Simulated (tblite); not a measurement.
**Si2HF5 (SMILES F[SiH](F)[Si](F)(F)F): GFN2-xTB**

Aim: a geometry optimisation of Si2HF5. The job is set up through a Python script.

The calculation is run with tblite 0.8.0.

17 further runs of the same task are left out: 17 set aside as unsound or not needed.

## Step 1: The system as given

Si2HF5 has 8 atoms, charge 0, and is taken as a singlet. As SMILES, `F[SiH](F)[Si](F)(F)F`. The shape is that of a PBE0-D4/def2-TZVP optimisation. The run starts from this shape.

Bond lengths: F1–Si2 1.586 Å, Si2–F3 1.586 Å, Si2–Si4 2.346 Å, Si4–F5 1.578 Å, Si4–F6 1.578 Å, Si4–F7 1.576 Å, Si2–H8 1.477 Å. Some angles: F1–Si2–F3 108.2°, F1–Si2–Si4 108.1°, F3–Si2–Si4 108.1°, Si2–Si4–F5 110.7°, Si2–Si4–F6 110.7°, Si2–Si4–F7 112.0°, F5–Si4–F6 107.5°, F5–Si4–F7 107.9°, F6–Si4–F7 107.9°, F1–Si2–H8 108.7°.

## Step 2: A geometry optimisation at GFN2-xTB

File molecule.xyz:

```xyz
8
start geometry
F      1.201900    -0.681000     1.775000
Si     0.187500    -1.009900     0.601000
F      0.882300    -2.044100    -0.380600
Si    -0.210200     0.970400    -0.592200
F     -1.186800     0.705700    -1.803700
F     -0.886600     2.054200     0.334900
F      1.119800     1.589500    -1.169200
H     -1.015500    -1.642100     1.179100
```

File xtb_job.py:

```python
"""GFN2-xTB geometry optimisation"""
import json
import numpy as np
from tblite.interface import Calculator
from tblite.interface import symbols_to_numbers
from scipy.optimize import minimize

symbols = list(map(str, np.loadtxt("molecule.xyz", skiprows=2, usecols=0, dtype=str, ndmin=1)))
numbers = np.array(symbols_to_numbers(symbols))
positions = np.loadtxt("molecule.xyz", skiprows=2, usecols=(1, 2, 3), ndmin=2) / 0.5291772

calculator = Calculator("GFN2-xTB", numbers, positions, charge=0, uhf=0)
calculator.set("verbosity", 0)
calculator.set("accuracy", 0.01)
last, frames, energies, grads = [None], [], [], []

def fun(x):
    calculator.update(x.reshape(-1, 3))
    last[0] = calculator.singlepoint(last[0])
    return float(last[0].get('energy')), last[0].get('gradient').ravel()

def show(x):
    e, g = fun(x)
    frames.append(x.reshape(-1, 3).tolist())
    energies.append(e)
    grads.append(g.reshape(-1, 3).tolist())
    print(f"{len(energies) - 1:4d} {e:16.9f} {np.abs(g).max():12.3e} {np.linalg.norm(g):12.3e}")

print("step      energy/Eh       max grad     grad norm")
show(positions.ravel())
opt = minimize(fun, positions.ravel(), jac=True, method="BFGS", callback=show, options={"gtol": 3e-05, "maxiter": 500})
print("converged:", opt.success, "-", opt.message)
fun(opt.x)
result = last[0]
final = opt.x.reshape(-1, 3)
print("final geometry (angstrom)")
for s, p in zip(symbols, final * 0.529177210903):
    print(f"{s:<2} {p[0]:12.6f} {p[1]:12.6f} {p[2]:12.6f}")
print(f"Total energy: {result.get('energy'):.8f} Eh")
eps = np.atleast_2d(result.get("orbital-energies")) * 27.211386
occ = np.atleast_2d(result.get("orbital-occupations"))
filled = occ.sum(axis=0) if eps.shape[0] == 1 else occ[0]
homo = np.nonzero(filled > 0.5)[0].max()
print(f"HOMO {eps[0, homo]:.4f} eV")
if homo + 1 < eps.shape[1]:
    print(f"LUMO {eps[0, homo + 1]:.4f} eV, gap {eps[0, homo + 1] - eps[0, homo]:.4f} eV")
mu = result.get("dipole") * 2.541746
print(f"|mu|: {np.linalg.norm(mu):.4f} D, components " + " ".join(f"{c:.4f}" for c in mu))
q = result.get("charges")
print("Charges:", " ".join(f"{s}{i + 1}={c:+.4f}" for i, (s, c) in enumerate(zip(symbols, q))))
out = {k: np.asarray(result.get(k)).tolist() for k in ("energy", "gradient", "charges", "dipole", "orbital-energies", "orbital-occupations")}
out.update(symbols=symbols, positions=(positions * 0.529177210903).tolist(), final=final.tolist(), frames=frames, step_energies=energies, grads=grads, success=bool(opt.success))
json.dump(out, open("results.json", "w"))
```

The run is started by

```
$ python xtb_job.py
```

Q: Predict the results. Wanted: total energy at the end; dipole moment; HOMO energy; LUMO energy; HOMO–LUMO gap.

**Answer.** As computed:

Level: GFN2-xTB.

| quantity | value |
| --- | --- |
| total energy at the end | -27.95149 Eh |
| dipole moment | 2.10 D |
| HOMO energy | -12.28 eV |
| LUMO energy | -6.95 eV |
| HOMO–LUMO gap | 5.33 eV |

**Reading.** At the final geometry: Bond lengths: F1–Si2 1.595 Å, Si2–F3 1.595 Å, Si2–Si4 2.263 Å, Si4–F5 1.588 Å, Si4–F6 1.588 Å, Si4–F7 1.586 Å, Si2–H8 1.449 Å. Some angles: F1–Si2–F3 101.6°, F1–Si2–Si4 110.5°, F3–Si2–Si4 110.5°, Si2–Si4–F5 112.4°, Si2–Si4–F6 112.4°, Si2–Si4–F7 120.8°, F5–Si4–F6 103.1°, F5–Si4–F7 103.1°, F6–Si4–F7 103.1°, F1–Si2–H8 107.1°. The optimisation took 35 steps and changed the energy by -0.154 eV.
